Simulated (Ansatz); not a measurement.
# TiAu: how the settings move a single-point run

How sensitive is a single-point run of TiAu to its settings? A reference run comes first, then one run with altered input.

Computed with Ansatz 0.2.0 (reference: DFT, PBEsol, PAW with Ansatz's default frozen-core files, scalar-relativistic, unless a step's input says otherwise).

3 further runs of the same task are left out: 3 that didn't finish. Runs told in other sessions of the task aren't counted.

## Step 1: Starting point

It takes space group R3m (No. 160, trigonal). Conventional cell: a = 4.637 Å, b = 4.637 Å, c = 5.679 Å, α = 90.00°, β = 90.00°, γ = 120.00°. Ti (site symmetry 3m) has 8 Au at 2.67 to 3.01 Å in its first shell of neighbours. Au (site symmetry 3m) has 8 Ti at 2.67 to 3.01 Å in its first shell of neighbours.

Structure file:

```xyz
2
Lattice="3.2789 0.0000 0.0000 0.0000 3.2789 0.0000 0.0000 0.0000 3.2789" Properties=species:S:1:pos:R:3 pbc="T T T"
Ti    1.5903    1.5903    1.5903
Au    0.0492    0.0492    0.0492
```

## Step 2: Baseline

input.yaml

```yaml
crystal:
  lattice:
    - [3.278944, 0.0, 0.0]
    - [0.0, 3.278944, 0.0]
    - [0.0, 0.0, 3.278944]
  atoms:
    - { symbol: Ti, position: [0.485, 0.485, 0.485], spin: 1.0 }
    - { symbol: Au, position: [0.015, 0.015, 0.015] }
magnetization:
  spin_polarized: true
kpoints:
  mp_grid: { grid: [9, 9, 9] }
scf:
  occupations: { method: fermi_dirac, width: 0.05 }
hamiltonian:
  xc: pbesol
  pseudopotentials: { kind: paw }
output:
  forces: true
  stress: true
  eigenvalues: true
  populations: true
```

On the command line:

```console
$ ansatz run input.yaml --threads 1 --pin off --max-ram 2048MiB --backend cpu --events-out ev --progress --plain --runs-dir out
```

## Step 3: Changing settings: occupations.method cold, occupations.width 0.001, dr2_threshold 1.0e-05

input.yaml, as its differences from that of step 2:

```diff
@@ -13,3 +13,4 @@
 scf:
-  occupations: { method: fermi_dirac, width: 0.05 }
+  occupations: { method: cold, width: 0.001 }
+  convergence: { dr2_threshold: 1.0e-05 }
 hamiltonian:
```

What does the calculation give? Wanted: for each run, ending; energy change; pressure; abs. moment; force.

As calculated:

```
                                                                       run     ending        energy change  pressure (GPa)  abs. moment (μB)  force (eV/Å)  cycles  time
                                                                 reference  converged                    0            -5.8              0.82          0.36      13  24 s
1: occupations.method cold, occupations.width 0.001, dr2_threshold 1.0e-05  converged  -0.3 meV/atom (σ→0)            -5.6              0.94          0.34      14  31 s
```

Residual by cycle in the longest SCF loop of each run; runs are numbered as in the table. The quantity is the density residual dr2, in eV.

```
cycle  reference    run 1
    1       33.6     33.5
    2       6.26      5.4
    3     0.0859    0.284
    5     0.0471  0.00245
    6     3.9e-4   9.8e-5
    7     7.0e-4   2.0e-5
    8     9.6e-5   3.9e-4
    9     3.2e-6   3.1e-5
   10     3.0e-6   1.2e-4
   12     2.0e-9   2.9e-5
   13    2.2e-10   2.0e-6
   14          -   7.5e-8
```

**Reading.** Changing the smearing and convergence setting moves the energy by -0.3 meV/atom (σ→0 values), and the absolute moment goes from 0.82 to 0.94 μB and the largest force goes from 0.36 to 0.34 eV/Å. Cost: 14 SCF cycles against 13.
